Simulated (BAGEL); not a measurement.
# HF/3-21G (density fitting with qzvpp-jkfit) run of GeH3SF (SMILES [F][GeH2][SH])

Aim: the vertical ionisation energy of GeH3SF at HF/3-21G (density fitting with qzvpp-jkfit), from 2 runs. 

The calculation is run with BAGEL 1.2.2.

## 1. Starting point

GeH3SF: 6 atoms, total charge 0, spin state singlet. SMILES: `[F][GeH2][SH]`. The shape is that of a PBE0-D4/def2-TZVP optimisation. This is one conformer, not always the lowest.

Bond lengths: F1–Ge2 1.741 Å, Ge2–S3 2.200 Å, Ge2–H4 1.532 Å, Ge2–H5 1.530 Å, S3–H6 1.343 Å. Angles: F1–Ge2–S3 109.3°, F1–Ge2–H4 105.1°, F1–Ge2–H5 106.5°, S3–Ge2–H4 112.0°, S3–Ge2–H5 107.9°, Ge2–S3–H6 94.0°, H4–Ge2–H5 115.8°.

## 2. The energy at HF/3-21G (density fitting with qzvpp-jkfit)

The input, calc.json:

```json
{ "bagel" : [

{
  "title" : "molecule",
  "basis" : "3-21g",
  "df_basis" : "qzvpp-jkfit",
  "angstrom" : "true",
  "geometry" : [
    { "atom" : "F", "xyz" : [   -1.827000,    0.202700,    0.284700 ] },
    { "atom" : "Ge", "xyz" : [   -0.256800,    0.103100,   -0.460100 ] },
    { "atom" : "S", "xyz" : [    1.293400,    0.470100,    1.056800 ] },
    { "atom" : "H", "xyz" : [   -0.176000,   -1.316500,   -1.029800 ] },
    { "atom" : "H", "xyz" : [   -0.189800,    1.236800,   -1.485200 ] },
    { "atom" : "H", "xyz" : [    1.198400,   -0.760300,    1.587300 ] }
  ]
},
{ "title" : "hf" },
{ "title" : "print", "file" : "orbitals.molden", "orbitals" : "true" }

]}
```

Run with:

```
$ BAGEL_NUM_THREADS=1 BAGEL calc.json > calc.out
```

Output:

```text
* using 1 threads per process

  ===============================================================
  ===============================================================

  *** Geometry ***

  { "atom" : "F", "xyz" : [     -3.452530,      0.383047,      0.538005 ] },
  { "atom" : "Ge", "xyz" : [     -0.485282,      0.194831,     -0.869463 ] },
  { "atom" : "S", "xyz" : [      2.444172,      0.888360,      1.997063 ] },
  { "atom" : "H", "xyz" : [     -0.332592,     -2.487824,     -1.946040 ] },
  { "atom" : "H", "xyz" : [     -0.358670,      2.337213,     -2.806621 ] },
  { "atom" : "H", "xyz" : [      2.264648,     -1.436759,      2.999562 ] },

  Number of auxiliary basis functions:      525

  Since a DF basis is specified, we compute 2- and 3-index integrals:
    o Being stored without compression. Storage requirement is 0.011 GB

  Number of basis functions:       50
  Number of electrons      :       60

    * METHOD: MOLECULE                             0.17

  *** RHF ***

  === Nuclear Repulsion ===
   280.1974620912

      * DIIS with orbital gradients will be used.

  === RHF iteration (3-21g) ===
      0      -2561.47698428          0.02125228           0.04
      1      -2561.56356491          0.01309353           0.04
      2      -2561.59574470          0.00103683           0.03
      3      -2561.59635075          0.00028943           0.04
      4      -2561.59640752          0.00009719           0.04
      5      -2561.59641478          0.00002111           0.03
      6      -2561.59641515          0.00000327           0.04
      7      -2561.59641516          0.00000073           0.03
      8      -2561.59641516          0.00000029           0.04
      9      -2561.59641516          0.00000012           0.04
     10      -2561.59641516          0.00000002           0.04
     11      -2561.59641516          0.00000001           0.04
    * SCF iteration converged.

    * Permanent dipole moment:
           (   -0.286846,     0.657765,     0.749428) a.u.

    * METHOD: HF                                   0.57

    * METHOD: PRINT                                0.00

  ===============================================================
```

Wall time 0.93 s (1 thread of Intel Xeon 6975P-C (Granite Rapids), shared host).

## 3. The doublet cation, same level

The input, input.json:

```json
{ "bagel": [

{
  "title": "molecule",
  "basis": "3-21g",
  "df_basis": "qzvpp-jkfit",
  "angstrom": true,
  "geometry": [
    { "atom": "F", "xyz": [      -1.827000,       0.202700,       0.284700 ] },
    { "atom": "Ge", "xyz": [      -0.256800,       0.103100,      -0.460100 ] },
    { "atom": "S", "xyz": [       1.293400,       0.470100,       1.056800 ] },
    { "atom": "H", "xyz": [      -0.176000,      -1.316500,      -1.029800 ] },
    { "atom": "H", "xyz": [      -0.189800,       1.236800,      -1.485200 ] },
    { "atom": "H", "xyz": [       1.198400,      -0.760300,       1.587300 ] }
  ]
},

{
  "title": "uhf",
  "charge": 1,
  "nopen": 1
},

{
  "title": "print",
  "file": "orbitals.molden",
  "orbitals": true
}

]}
```

Run with:

```
$ BAGEL_NUM_THREADS=1 BAGEL input.json > input.out
```

Output:

```text
* using 1 threads per process

  ===============================================================
  ===============================================================

  *** Geometry ***

  { "atom" : "F", "xyz" : [     -3.452530,      0.383047,      0.538005 ] },
  { "atom" : "Ge", "xyz" : [     -0.485282,      0.194831,     -0.869463 ] },
  { "atom" : "S", "xyz" : [      2.444172,      0.888360,      1.997063 ] },
  { "atom" : "H", "xyz" : [     -0.332592,     -2.487824,     -1.946040 ] },
  { "atom" : "H", "xyz" : [     -0.358670,      2.337213,     -2.806621 ] },
  { "atom" : "H", "xyz" : [      2.264648,     -1.436759,      2.999562 ] },

  Number of auxiliary basis functions:      525

  Since a DF basis is specified, we compute 2- and 3-index integrals:
    o Being stored without compression. Storage requirement is 0.011 GB

  Number of basis functions:       50
  Number of electrons      :       60

    * METHOD: MOLECULE                             0.16

  *** Open-shell HF ***

  === Nuclear Repulsion ===
   280.1974620912

      * DIIS with orbital gradients will be used.

  === UHF iteration (3-21g) ===
      0      -2561.08186185          0.04447704           0.08
      1      -2561.19357176          0.02988239           0.08
      2      -2561.22214215          0.01927735           0.08
      3      -2561.23901072          0.00124664           0.08
      4      -2561.23959209          0.00048749           0.07
      5      -2561.23975579          0.00032404           0.08
      6      -2561.23985887          0.00024978           0.08
      7      -2561.23996064          0.00014804           0.08
      8      -2561.24000084          0.00004796           0.09
      9      -2561.24000402          0.00002247           0.09
     10      -2561.24000528          0.00001070           0.07
     11      -2561.24000616          0.00000455           0.08
     12      -2561.24000642          0.00000199           0.08
     13      -2561.24000647          0.00000102           0.08
     14      -2561.24000648          0.00000067           0.07
     15      -2561.24000649          0.00000050           0.08
     16      -2561.24000649          0.00000039           0.08
     17      -2561.24000649          0.00000023           0.08
     18      -2561.24000649          0.00000010           0.07
     19      -2561.24000649          0.00000004           0.08
     20      -2561.24000649          0.00000002           0.08
     21      -2561.24000649          0.00000001           0.08
     22      -2561.24000649          0.00000001           0.07
    * SCF iteration converged.

    * S^2 (UHF) is 0.7555

    * Permanent dipole moment:
           (   -2.008023,     0.539039,    -0.453602) a.u.

    * METHOD: UHF                                  1.91

    * METHOD: PRINT                                0.00

  ===============================================================
```

It took 2.2 s on 1 thread of Intel Xeon 6975P-C (Granite Rapids), shared host.

## 4. Results

At HF/3-21G (density fitting with qzvpp-jkfit):

```
                                          quantity           value
                      singlet GeH3SF: total energy  -2561.59642 Eh
                     singlet GeH3SF: dipole moment          2.64 D
                       singlet GeH3SF: HOMO energy       -11.02 eV
                       singlet GeH3SF: LUMO energy         3.49 eV
                     singlet GeH3SF: HOMO–LUMO gap        14.51 eV
                      doublet cation: total energy  -2561.24001 Eh
                              doublet cation: ⟨S²⟩           0.755
vertical ionisation energy (to the doublet cation)        9.698 eV
```

What this shows: The vertical ionisation energy comes to 9.70 eV (224 kcal/mol). The negative HOMO energy of the first species, 11.02 eV, lies 1.32 eV above that difference.
